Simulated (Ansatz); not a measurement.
The system is LuVO4.

```xyz
12
Lattice="-3.5115 3.5115 3.1153 3.5115 -3.5115 3.1153 3.5115 3.5115 -3.1153" Properties=species:S:1:pos:R:3 pbc="T T T"
Lu    0.0000    0.0000    0.0000
Lu    0.0000    3.5115    1.5576
V     3.5115    0.0000    1.5576
V     0.0000    0.0000    3.1153
O     1.3077    0.0000    4.1813
O     3.5115    1.3077    2.6237
O     2.2038    3.5115    1.0660
O     3.5115   -1.3077    2.6237
O     4.8192    0.0000    0.4916
O     3.5115    2.2038   -1.0660
O     2.2038    0.0000    0.4916
O     0.0000    1.3077    2.0492
```

| Quantity | Value |
| --- | --- |
| Program | Ansatz 0.2.0 |
| Task | relaxation of cell and atoms |
| Functional | PBEsol |
| Potentials or basis | Ansatz PAW |
| Cutoff | 420 eV (not typed: the program's choice for these potentials) |
| k mesh | 6 × 6 × 6 |
| Occupations | fermi-dirac, width 0.05 eV |
| Spin | collinear spin, ferromagnetic start |
| Starting moments | [0.0, 0.0, 2.0, 2.0, 0.0, 0.0, 0.0, 0.0, 0.0, 0.0, 0.0, 0.0] μB |

At the start: volume 12.80 Å³/atom.

Q: Where does the relaxation end?

A: It ends after 9 steps and the volume is 12.63 Å³/atom (-1.3 %); space group I4_1/amd (No. 141, to 0.05 Å); moment 0.00 μB per cell.

The path:
| step | energy change (eV) | largest force (eV/Å) | volume (Å³) |
| --- | --- | --- | --- |
| 1 | 0.0000 | 1.0750 | 153.65 |
| 2 | -0.1063 | 0.1046 | 149.23 |
| 3 | -0.1263 | 0.0932 | 151.34 |
| 4 | -0.1268 | 0.0187 | 151.64 |
| 5 | -0.1269 | 0.0115 | 151.66 |
| 6 | -0.1269 | 0.0001 | 151.65 |
| 7 | -0.1191 | 0.0002 | 151.65 |
| 8 | -0.1194 | 0.0005 | 151.59 |
| 9 | -0.1192 | 0.0004 | 151.59 |

Final structure:
```
Lu V O
1.0
    -3.50332    3.50332    3.08786
     3.50332   -3.50332    3.08786
     3.50332    3.50332   -3.08786
Lu V O
2 2 8
Direct
  0.00000 0.00000 0.00000
  0.75000 0.25000 0.50000
  0.25000 0.75000 0.50000
  0.50000 0.50000 0.00000
  0.67629 0.86367 0.18738
  0.61367 0.92629 0.68738
  0.67629 0.48891 0.81262
  0.23891 0.92629 0.31262
  0.07371 0.76109 0.68738
  0.13633 0.32371 0.81262
  0.07371 0.38633 0.31262
  0.51109 0.32371 0.18738
```

The cell as given is a measured one (12.80 Å³/atom); PBEsol puts the equilibrium volume -1.3 % from it, thermal expansion not counted.

Caveat: the plane-wave basis is chosen anew once the cell has moved, so the energies of steps on either side of that aren't comparable; the pressure holds a Pulay correction of +0.7 GPa for the finite cutoff; the PAW data sets come from PBE, with cores solved anew for the run's functional, which leaves a small shift of forces and pressure; the starting moments weren't kept.
